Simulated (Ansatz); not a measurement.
# WS2 (Tungstenite): a point defect seen from the nuclei (As on an S site), part 3 of 3

How do the nuclei near a point defect see it? The defect is As on an S site in WS2 (Tungstenite) (cell charge -1), first unrelaxed. The cell is a supercell built from an entry of the Crystallography Open Database (COD) (the entry's cell lengths or inner coordinates differ somewhat from later room-temperature determinations). Planned: a single point, then a relaxation, then a check of width with method.

Ansatz 0.2.0; DFT, PBE, plane-wave PAW, default files, scalar-relativistic, as far as a step names no other. The steps go on from the part before.

### 4 Settings changed: scf.occupations.width removed, scf.occupations.method = tetrahedron

The COD entry's cell or inner coordinates are ideal or old and differ from later refinements, so a difference from it is no clean test against experiment.

input.yaml reads:

```yaml
crystal:
  lattice:
    - [9.54, 0.0, 0.0]
    - [-4.77, 8.261882352, 0.0]
    - [0.0, 0.0, 12.5]
  atoms:
    - { symbol: W, position: [0.1111111111, 0.2222222222, 0.25] }
    - { symbol: W, position: [0.1111111111, 0.5555555556, 0.25] }
    - { symbol: W, position: [0.1111111111, 0.8888888889, 0.25] }
    - { symbol: W, position: [0.4444444444, 0.2222222222, 0.25] }
    - { symbol: W, position: [0.4444444444, 0.5555555556, 0.25] }
    - { symbol: W, position: [0.4444444444, 0.8888888889, 0.25] }
    - { symbol: W, position: [0.7777777778, 0.2222222222, 0.25] }
    - { symbol: W, position: [0.7777777778, 0.5555555556, 0.25] }
    - { symbol: W, position: [0.7777777778, 0.8888888889, 0.25] }
    - { symbol: W, position: [0.2222222222, 0.1111111111, 0.75] }
    - { symbol: W, position: [0.2222222222, 0.4444444444, 0.75] }
    - { symbol: W, position: [0.2222222222, 0.7777777778, 0.75] }
    - { symbol: W, position: [0.5555555556, 0.1111111111, 0.75] }
    - { symbol: W, position: [0.5555555556, 0.4444444444, 0.75] }
    - { symbol: W, position: [0.5555555556, 0.7777777778, 0.75] }
    - { symbol: W, position: [0.8888888889, 0.1111111111, 0.75] }
    - { symbol: W, position: [0.8888888889, 0.4444444444, 0.75] }
    - { symbol: W, position: [0.8888888889, 0.7777777778, 0.75] }
    - { symbol: As, position: [0.1111111111, 0.2222222222, 0.625] }
    - { symbol: S, position: [0.1111111111, 0.5555555556, 0.625] }
    - { symbol: S, position: [0.1111111111, 0.8888888889, 0.625] }
    - { symbol: S, position: [0.4444444444, 0.2222222222, 0.625] }
    - { symbol: S, position: [0.4444444444, 0.5555555556, 0.625] }
    - { symbol: S, position: [0.4444444444, 0.8888888889, 0.625] }
    - { symbol: S, position: [0.7777777778, 0.2222222222, 0.625] }
    - { symbol: S, position: [0.7777777778, 0.5555555556, 0.625] }
    - { symbol: S, position: [0.7777777778, 0.8888888889, 0.625] }
    - { symbol: S, position: [0.2222222222, 0.1111111111, 0.125] }
    - { symbol: S, position: [0.2222222222, 0.4444444444, 0.125] }
    - { symbol: S, position: [0.2222222222, 0.7777777778, 0.125] }
    - { symbol: S, position: [0.5555555556, 0.1111111111, 0.125] }
    - { symbol: S, position: [0.5555555556, 0.4444444444, 0.125] }
    - { symbol: S, position: [0.5555555556, 0.7777777778, 0.125] }
    - { symbol: S, position: [0.8888888889, 0.1111111111, 0.125] }
    - { symbol: S, position: [0.8888888889, 0.4444444444, 0.125] }
    - { symbol: S, position: [0.8888888889, 0.7777777778, 0.125] }
    - { symbol: S, position: [0.1111111111, 0.2222222222, 0.875] }
    - { symbol: S, position: [0.1111111111, 0.5555555556, 0.875] }
    - { symbol: S, position: [0.1111111111, 0.8888888889, 0.875] }
    - { symbol: S, position: [0.4444444444, 0.2222222222, 0.875] }
    - { symbol: S, position: [0.4444444444, 0.5555555556, 0.875] }
    - { symbol: S, position: [0.4444444444, 0.8888888889, 0.875] }
    - { symbol: S, position: [0.7777777778, 0.2222222222, 0.875] }
    - { symbol: S, position: [0.7777777778, 0.5555555556, 0.875] }
    - { symbol: S, position: [0.7777777778, 0.8888888889, 0.875] }
    - { symbol: S, position: [0.2222222222, 0.1111111111, 0.375] }
    - { symbol: S, position: [0.2222222222, 0.4444444444, 0.375] }
    - { symbol: S, position: [0.2222222222, 0.7777777778, 0.375] }
    - { symbol: S, position: [0.5555555556, 0.1111111111, 0.375] }
    - { symbol: S, position: [0.5555555556, 0.4444444444, 0.375] }
    - { symbol: S, position: [0.5555555556, 0.7777777778, 0.375] }
    - { symbol: S, position: [0.8888888889, 0.1111111111, 0.375] }
    - { symbol: S, position: [0.8888888889, 0.4444444444, 0.375] }
    - { symbol: S, position: [0.8888888889, 0.7777777778, 0.375] }
total_charge: -1
kpoints:
  mp_grid: { grid: [3, 3, 2] }
scf:
  occupations: { method: tetrahedron }
hamiltonian:
  xc: pbe
  pseudopotentials: { kind: paw }
output:
  forces: true
  stress: true
  populations: true
  efg:
    quadrupole_moments_barn: { As: 0.311, S: -0.0694 }
    contact_densities: true
```

Command:

```sh
$ ansatz run input.yaml --threads 4 --pin off --max-ram 8192MiB --backend cpu --events-out ev --progress --plain --runs-dir out
```

Standard output:

```text
Warning: output.forces, output.stress, relax.cell or npt_langevin: where a Kohn–Sham band that disperses or a degenerate level is filled in part under the method tetrahedron, the forces or the stress that this run publishes need not agree with its energy (scf.occupations.method in the input reference, under Limitations); prefer a smearing scheme for the forces or the stress
Warning: RAYON_NUM_THREADS=4 ignored (pool sized by the plan → 4); use --threads N
band count auto-derived: 297 (N_el = 478.0; filled up to band 239; 293 by the electrons, moments and atoms)
W: output.efg is read without spin–orbit coupling, which moves field gradients at and beside such atoms by some per cent and up to a factor of two; PAW files take it under magnetization.noncollinear and magnetization.spin_orbit
[... 10 set-up lines as earlier in the session ...]
Crystal: 54 atoms, lattice volume = 985.229 Å³
Basis set: ecut = 420 eV, 19181 PW (Γ), exchange–correlation on 128×128×180 points (8 copies of the dense FFT grid, shifted against one another)
Bands: 297, of which v1, the nominal top of the filled ones, is band 239 counted from 1 (238 counted from 0)
[... 2 set-up lines as earlier in the session ...]
k-points: 6 of 18 (time reversal used)
[... 10 set-up lines as earlier in the session ...]
SCF iter   1: F=—  HF=-223385.891804 eV  |F-HF|=—  |Δ(HF+E_count)|=         —  Δρ=6.69e-3  dr2=1.04e0  ethr=1.77e-3  ⟨swp⟩=6.0  Hψ=7385  notcnv=0
preconditioner: auto → Resta (q_TF=auto, 2.418 Å⁻¹)  ε∞=7.3  [insulator: Δε(μ)=1.065 eV  Ē_g=8.470 eV  n_scr=236 (ndim 8)  ℏωp=21.3 eV  f_vac=0.024  ε∞_Penn≈7.3]
SCF iter   2: F=—  HF=-223385.794606 eV  |F-HF|=—  |Δ(HF+E_count)|=   9.72e-2  Δρ=3.35e-3  dr2=1.71e-1  ethr=2.18e-4  ⟨swp⟩=2.3  Hψ=2364  notcnv=0  defer=309
SCF iter   3: F=—  HF=-223385.794525 eV  |F-HF|=—  |Δ(HF+E_count)|=   8.10e-5  Δρ=1.58e-3  dr2=7.30e-2  ethr=3.59e-5  ⟨swp⟩=2.0  Hψ=2072  notcnv=0  defer=309
SCF iter   4: F=—  HF=-223385.784671 eV  |F-HF|=—  |Δ(HF+E_count)|=   9.85e-3  Δρ=5.73e-4  dr2=1.32e-2  ethr=1.53e-5  ⟨swp⟩=3.8  Hψ=2972  notcnv=0  defer=311
SCF iter   5: F=—  HF=-223385.782508 eV  |F-HF|=—  |Δ(HF+E_count)|=   2.16e-3  Δρ=4.41e-4  dr2=5.29e-3  ethr=2.76e-6  ⟨swp⟩=2.8  Hψ=2274  notcnv=0  defer=312
SCF iter   6: F=—  HF=-223385.781928 eV  |F-HF|=—  |Δ(HF+E_count)|=   5.80e-4  Δρ=1.14e-4  dr2=1.45e-4  ethr=1.11e-6  ⟨swp⟩=2.7  Hψ=2304  notcnv=0  defer=312
SCF iter   7: F=—  HF=-223385.781999 eV  |F-HF|=—  |Δ(HF+E_count)|=   7.09e-5  Δρ=3.22e-5  dr2=2.33e-5  ethr=3.03e-8  ⟨swp⟩=3.2  Hψ=2742  notcnv=0  defer=312
SCF iter   8: F=—  HF=-223385.783014 eV  |F-HF|=—  |Δ(HF+E_count)|=   1.02e-3  Δρ=1.82e-5  dr2=9.36e-6  ethr=4.87e-9  ⟨swp⟩=3.3  Hψ=2598  notcnv=0  defer=312
SCF iter   9: F=—  HF=-223385.783015 eV  |F-HF|=—  |Δ(HF+E_count)|=   3.39e-7  Δρ=6.76e-6  dr2=1.03e-6  ethr=1.96e-9  ⟨swp⟩=3.5  Hψ=2541  notcnv=0  defer=312
SCF iter  10: F=—  HF=-223385.783015 eV  |F-HF|=—  |Δ(HF+E_count)|=   1.80e-7  Δρ=2.72e-6  dr2=1.20e-7  ethr=2.15e-10  ⟨swp⟩=3.7  Hψ=2559  notcnv=0  defer=312
SCF iter  11: F=-223385.783015 eV  HF=-223385.783015 eV  |F-HF|=1.25e-8  |Δ(HF+E_count)|=   8.27e-8  Δρ=1.11e-6  dr2=1.79e-8  ethr=2.09e-11  ⟨swp⟩=7.5  Hψ=7028  notcnv=0
SCF 1 converged in 11 iterations: F = -223385.783015 eV  dr2 = 1.79e-8
SCF converged after 11 iterations
Stability not checked: this state was not tested for a lower state beside it, because cold or Methfessel-Paxton smearing, or corrected tetrahedra, fill the levels in a way that the test cannot read (fill_not_monotonic; see scf.lower_state_search)
Free energy (F): -223385.783015 eV
Harris-Foulkes:  -223385.783015 eV  (|F-HF|=1.25e-8)
Internal energy: -223385.783015 eV  (E = F + TS)
E sigma→0 (E₀):  -223385.783015 eV
Fermi energy:    11.507176 eV
--- Per-component energies (eV) ---
[... 15 lines left out ...]
--- Forces (eV/Å), atoms counted from 1 ---
  atom   1  W      0.00000000    -0.00000000     0.01747715
  atom   2  W      0.00900469    -0.00022732    -0.02031316
  atom   3  W      0.00430548     0.00791196    -0.02031316
  atom   4  W     -0.00469922    -0.00768463    -0.02031316
  atom   5  W     -0.00900469    -0.00022732    -0.02031316
  atom   6  W      0.00000000    -0.00000000    -0.00529378
[... 48 lines left out ...]
  max |Σ_I F_I| component: 2.80e-5 eV/Å
--- Stress (GPa, compression-positive) ---
        2.166965       0.000000       0.000000
        0.000000       2.166965       0.000000
        0.000000       0.000000       4.347666
  P = ⅓ Tr σ = 2.8939 GPa (28.939 kbar)
--- PAW observables at the nuclei: V_zz in 10²¹ V/m², potentials from the cell's mean, atoms counted from 1 ---
  atom   1  W  V_zz =   -18.395036   η = 0.0000   by run symmetry: allowed
            electrostatic potential = -14805.341461 V   contact ρ = 8821986.728598 e/Å³
  atom   2  W  V_zz =   -17.995371   η = 0.0083   by run symmetry: allowed
            electrostatic potential = -14805.336243 V   contact ρ = 8821987.028509 e/Å³
  atom   3  W  V_zz =   -17.995371   η = 0.0083   by run symmetry: allowed
            electrostatic potential = -14805.336243 V   contact ρ = 8821987.028491 e/Å³
  atom   4  W  V_zz =   -17.995371   η = 0.0083   by run symmetry: allowed
            electrostatic potential = -14805.336243 V   contact ρ = 8821987.028490 e/Å³
  atom   5  W  V_zz =   -17.995371   η = 0.0083   by run symmetry: allowed
            electrostatic potential = -14805.336243 V   contact ρ = 8821987.028509 e/Å³
  atom   6  W  V_zz =   -18.035696   η = 0.0000   by run symmetry: allowed
            electrostatic potential = -14805.330366 V   contact ρ = 8821987.056227 e/Å³
  atom   7  W  V_zz =   -17.995371   η = 0.0083   by run symmetry: allowed
            electrostatic potential = -14805.336243 V   contact ρ = 8821987.028490 e/Å³
  atom   8  W  V_zz =   -18.105580   η = 0.0000   by run symmetry: allowed
            electrostatic potential = -14805.336209 V   contact ρ = 8821986.819014 e/Å³
  atom   9  W  V_zz =   -17.995371   η = 0.0083   by run symmetry: allowed
            electrostatic potential = -14805.336243 V   contact ρ = 8821987.028491 e/Å³
  atom  10  W  V_zz =   -22.389914   η = 0.0266   by run symmetry: allowed
            electrostatic potential = -14806.194120 V   contact ρ = 8821990.287745 e/Å³
  atom  11  W  V_zz =   -22.389914   η = 0.0266   by run symmetry: allowed
            electrostatic potential = -14806.194120 V   contact ρ = 8821990.287719 e/Å³
  atom  12  W  V_zz =   -17.123831   η = 0.1988   by run symmetry: allowed
            electrostatic potential = -14805.833748 V   contact ρ = 8821984.778759 e/Å³
  atom  13  W  V_zz =   -17.123831   η = 0.1988   by run symmetry: allowed
            electrostatic potential = -14805.833748 V   contact ρ = 8821984.778718 e/Å³
  atom  14  W  V_zz =   -16.856412   η = 0.1291   by run symmetry: allowed
            electrostatic potential = -14805.805349 V   contact ρ = 8821984.737503 e/Å³
  atom  15  W  V_zz =   -17.123831   η = 0.1988   by run symmetry: allowed
            electrostatic potential = -14805.833748 V   contact ρ = 8821984.778759 e/Å³
  atom  16  W  V_zz =   -22.389914   η = 0.0266   by run symmetry: allowed
            electrostatic potential = -14806.194120 V   contact ρ = 8821990.287745 e/Å³
  atom  17  W  V_zz =   -16.856412   η = 0.1291   by run symmetry: allowed
            electrostatic potential = -14805.805349 V   contact ρ = 8821984.737503 e/Å³
  atom  18  W  V_zz =   -16.856412   η = 0.1291   by run symmetry: allowed
            electrostatic potential = -14805.805349 V   contact ρ = 8821984.737507 e/Å³
  atom  19  As V_zz =   -13.343988   η = 0.0000   by run symmetry: allowed   C_q = -100.3461 MHz
            electrostatic potential = -4520.177303 V   contact ρ = 235504.832088 e/Å³
  atom  20  S  V_zz =    -4.645208   η = 0.1330   by run symmetry: allowed   C_q = +7.7951 MHz
            electrostatic potential = -1638.469755 V   contact ρ = 19770.117433 e/Å³
  atom  21  S  V_zz =    -4.645208   η = 0.1330   by run symmetry: allowed   C_q = +7.7951 MHz
            electrostatic potential = -1638.469755 V   contact ρ = 19770.117433 e/Å³
  atom  22  S  V_zz =    -4.645208   η = 0.1330   by run symmetry: allowed   C_q = +7.7951 MHz
            electrostatic potential = -1638.469755 V   contact ρ = 19770.117433 e/Å³
  atom  23  S  V_zz =    -4.645208   η = 0.1330   by run symmetry: allowed   C_q = +7.7951 MHz
            electrostatic potential = -1638.469755 V   contact ρ = 19770.117433 e/Å³
  atom  24  S  V_zz =    -4.422656   η = 0.0000   by run symmetry: allowed   C_q = +7.4216 MHz
            electrostatic potential = -1638.419558 V   contact ρ = 19770.162313 e/Å³
  atom  25  S  V_zz =    -4.645208   η = 0.1330   by run symmetry: allowed   C_q = +7.7951 MHz
            electrostatic potential = -1638.469755 V   contact ρ = 19770.117433 e/Å³
  atom  26  S  V_zz =    -4.590749   η = 0.0000   by run symmetry: allowed   C_q = +7.7037 MHz
            electrostatic potential = -1638.419478 V   contact ρ = 19770.169964 e/Å³
  atom  27  S  V_zz =    -4.645208   η = 0.1330   by run symmetry: allowed   C_q = +7.7951 MHz
            electrostatic potential = -1638.469755 V   contact ρ = 19770.117433 e/Å³
  atom  28  S  V_zz =    -4.807769   η = 0.0120   by run symmetry: allowed   C_q = +8.0678 MHz
            electrostatic potential = -1638.000429 V   contact ρ = 19770.726894 e/Å³
  atom  29  S  V_zz =    -4.807769   η = 0.0120   by run symmetry: allowed   C_q = +8.0678 MHz
            electrostatic potential = -1638.000429 V   contact ρ = 19770.726894 e/Å³
  atom  30  S  V_zz =    -4.784896   η = 0.0040   by run symmetry: allowed   C_q = +8.0295 MHz
            electrostatic potential = -1637.994753 V   contact ρ = 19770.710142 e/Å³
  atom  31  S  V_zz =    -4.784896   η = 0.0040   by run symmetry: allowed   C_q = +8.0295 MHz
            electrostatic potential = -1637.994753 V   contact ρ = 19770.710142 e/Å³
  atom  32  S  V_zz =    -4.795364   η = 0.0015   by run symmetry: allowed   C_q = +8.0470 MHz
            electrostatic potential = -1637.997833 V   contact ρ = 19770.721486 e/Å³
  atom  33  S  V_zz =    -4.784896   η = 0.0040   by run symmetry: allowed   C_q = +8.0295 MHz
            electrostatic potential = -1637.994753 V   contact ρ = 19770.710142 e/Å³
  atom  34  S  V_zz =    -4.807769   η = 0.0120   by run symmetry: allowed   C_q = +8.0678 MHz
            electrostatic potential = -1638.000429 V   contact ρ = 19770.726894 e/Å³
  atom  35  S  V_zz =    -4.795364   η = 0.0015   by run symmetry: allowed   C_q = +8.0470 MHz
            electrostatic potential = -1637.997833 V   contact ρ = 19770.721486 e/Å³
  atom  36  S  V_zz =    -4.795364   η = 0.0015   by run symmetry: allowed   C_q = +8.0470 MHz
            electrostatic potential = -1637.997833 V   contact ρ = 19770.721485 e/Å³
  atom  37  S  V_zz =    -4.781418   η = 0.0000   by run symmetry: allowed   C_q = +8.0236 MHz
            electrostatic potential = -1638.515366 V   contact ρ = 19770.088406 e/Å³
  atom  38  S  V_zz =    -4.307024   η = 0.2565   by run symmetry: allowed   C_q = +7.2276 MHz
            electrostatic potential = -1638.499652 V   contact ρ = 19770.046155 e/Å³
  atom  39  S  V_zz =    -4.307024   η = 0.2565   by run symmetry: allowed   C_q = +7.2276 MHz
            electrostatic potential = -1638.499652 V   contact ρ = 19770.046155 e/Å³
  atom  40  S  V_zz =    -4.307024   η = 0.2565   by run symmetry: allowed   C_q = +7.2276 MHz
            electrostatic potential = -1638.499652 V   contact ρ = 19770.046155 e/Å³
  atom  41  S  V_zz =    -4.307024   η = 0.2565   by run symmetry: allowed   C_q = +7.2276 MHz
            electrostatic potential = -1638.499652 V   contact ρ = 19770.046155 e/Å³
  atom  42  S  V_zz =    -4.527581   η = 0.0000   by run symmetry: allowed   C_q = +7.5977 MHz
            electrostatic potential = -1638.416688 V   contact ρ = 19770.139893 e/Å³
  atom  43  S  V_zz =    -4.307024   η = 0.2565   by run symmetry: allowed   C_q = +7.2276 MHz
            electrostatic potential = -1638.499652 V   contact ρ = 19770.046155 e/Å³
  atom  44  S  V_zz =    -4.555004   η = 0.0000   by run symmetry: allowed   C_q = +7.6437 MHz
            electrostatic potential = -1638.421530 V   contact ρ = 19770.194669 e/Å³
  atom  45  S  V_zz =    -4.307024   η = 0.2565   by run symmetry: allowed   C_q = +7.2276 MHz
            electrostatic potential = -1638.499652 V   contact ρ = 19770.046155 e/Å³
  atom  46  S  V_zz =    -4.687108   η = 0.0062   by run symmetry: allowed   C_q = +7.8654 MHz
            electrostatic potential = -1638.003075 V   contact ρ = 19771.002487 e/Å³
  atom  47  S  V_zz =    -4.687108   η = 0.0062   by run symmetry: allowed   C_q = +7.8654 MHz
            electrostatic potential = -1638.003075 V   contact ρ = 19771.002487 e/Å³
  atom  48  S  V_zz =    -4.772332   η = 0.0127   by run symmetry: allowed   C_q = +8.0084 MHz
            electrostatic potential = -1638.000453 V   contact ρ = 19770.723252 e/Å³
  atom  49  S  V_zz =    -4.772332   η = 0.0127   by run symmetry: allowed   C_q = +8.0084 MHz
            electrostatic potential = -1638.000453 V   contact ρ = 19770.723251 e/Å³
  atom  50  S  V_zz =    -4.810721   η = 0.0134   by run symmetry: allowed   C_q = +8.0728 MHz
            electrostatic potential = -1638.001962 V   contact ρ = 19770.731812 e/Å³
  atom  51  S  V_zz =    -4.772332   η = 0.0127   by run symmetry: allowed   C_q = +8.0084 MHz
            electrostatic potential = -1638.000453 V   contact ρ = 19770.723252 e/Å³
  atom  52  S  V_zz =    -4.687108   η = 0.0062   by run symmetry: allowed   C_q = +7.8654 MHz
            electrostatic potential = -1638.003075 V   contact ρ = 19771.002487 e/Å³
  atom  53  S  V_zz =    -4.810721   η = 0.0134   by run symmetry: allowed   C_q = +8.0728 MHz
            electrostatic potential = -1638.001962 V   contact ρ = 19770.731812 e/Å³
  atom  54  S  V_zz =    -4.810721   η = 0.0134   by run symmetry: allowed   C_q = +8.0728 MHz
            electrostatic potential = -1638.001962 V   contact ρ = 19770.731812 e/Å³
--- Band table (eV; the first three rows and the last of 6) ---
[... 4 lines left out ...]
--- Löwdin populations: 54 sites ---
  site symbol       q [e]
[... 54 lines left out ...]
  spilling = 0.008901 (of n_electrons = 478.000000)
```

Wall time 81 s (4 threads of Arm Neoverse V2, shared host); peak memory 5.1 GiB.

At the end: gap on the mesh 0.77 eV, largest force 3.967 eV/Å, pressure 2.9 GPa.

What changed since step 2 (V_zz in 10²¹ V/m²; 11 of 21 rows, with the four largest changes of size):

| site | atoms | V_zz, PBE | V_zz, new settings | η, PBE | η, new settings |
| --- | --- | --- | --- | --- | --- |
| As | 19 | -13.34 | -13.34 | 0.00 | 0.00 |
| W10 | 10, 11, 16 | -22.4 | -22.4 | 0.03 | 0.03 |
| S37 | 37 | -4.78 | -4.78 | 0.00 | 0.00 |
| S20 | 20, 21, 22, … | -4.65 | -4.65 | 0.13 | 0.13 |
| S46 | 46, 47, 52 | -4.69 | -4.69 | 0.01 | 0.01 |
| W14 | 14, 17, 18 | -16.86 | -16.86 | 0.13 | 0.13 |
| S38 | 38, 39, 40, … | -4.31 | -4.31 | 0.26 | 0.26 |
| W1 | 1 | -18.40 | -18.40 | 0.00 | 0.00 |
| S50 | 50, 53, 54 | -4.81 | -4.81 | 0.01 | 0.01 |
| S24 | 24 | -4.42 | -4.42 | 0.00 | 0.00 |
| W6 | 6 | -18.04 | -18.04 | 0.00 | 0.00 |

The sizes of the gradients above 0.15 moved by less than 0.1 % at any site. The free energy stayed within 0.1 meV/atom.

### 5 From gradients to spectra (values of step 3)

³³S (I = 3/2, Q = -69.40 mb) in zero field: pure quadrupole lines, for atoms at rest. Strengths are squared matrix elements for a powder, against the strongest line of the same site.

| site | count | line (MHz) | strength |
| --- | --- | --- | --- |
| S20 | 6 | 3.87 | 1.00 |
| S37 | 1 | 3.83 | 1.00 |
| S46 | 3 | 3.69 | 1.00 |
| S38 | 6 | 3.53 | 1.00 |
| S50 | 3 | 3.91 | 1.00 |
| S30 | 3 | 3.88 | 1.00 |

### 6 Results

The summary covers parts 1 to 3.

| quantity | value |
| --- | --- |
| state (step 3) | gap on the mesh 0.87 eV, largest force 0.004 eV/Å, pressure 1.6 GPa |
| V_zz by site, step 3 (10²¹ V/m²) | As -10.65, W10 -18.52, S20 -4.60, S37 -4.57, S46 -4.40, W14 -16.42, W1 -17.95, S38 -4.16, … |
| largest C_Q in size, step 3 | 80.1 MHz, ⁷⁵As at As |
| step 3 (ions relaxed) against step 2 | 3 % in the median, 20 % at the site that moves most (small gradients counted from 0.15; As, -13.34 to -10.65) |
| step 4 (scf.occupations.width removed, scf.occupations.method = tetrahedron) against step 2, before relaxation | less than 0.1 % at any site |

**Reading.** The largest gradient sits at W10 (5 S at 2.41–2.42 Å, 1 As at 2.56 Å). The runs allow no spin. The relaxation kept the symmetry P3m1, so a distorted place of lower energy may have been missed. Relaxing moved atoms by up to 0.21 Å and single gradients by up to 20 % at the worst site (3 % in the median) (gradients over 0.15 counted), so at some sites the starting positions were a poor guide. The ³³S zero-field lines reach up to 3.91 MHz, for nuclei at rest; thermal motion mostly lowers such lines a little. The defect repeats with the cell of 54 atoms, so it feels its images: sites between two images don't show the values beside a lone defect, and zeros or small values of η there can come from the images' arrangement. S and W carry a gradient in the pure host already, so the values there aren't the defect's effect alone. The relaxation keeps the site symmetry 3m of the start, so the impurity can move only along its axis; a start off the site could end lower. A uniform background compensates the cell's charge. The gap, too, lacks spin–orbit coupling.

The gaps are Kohn-Sham values of a semilocal functional, not quasiparticle or optical gaps. Such gaps usually fall short of the measured ones.
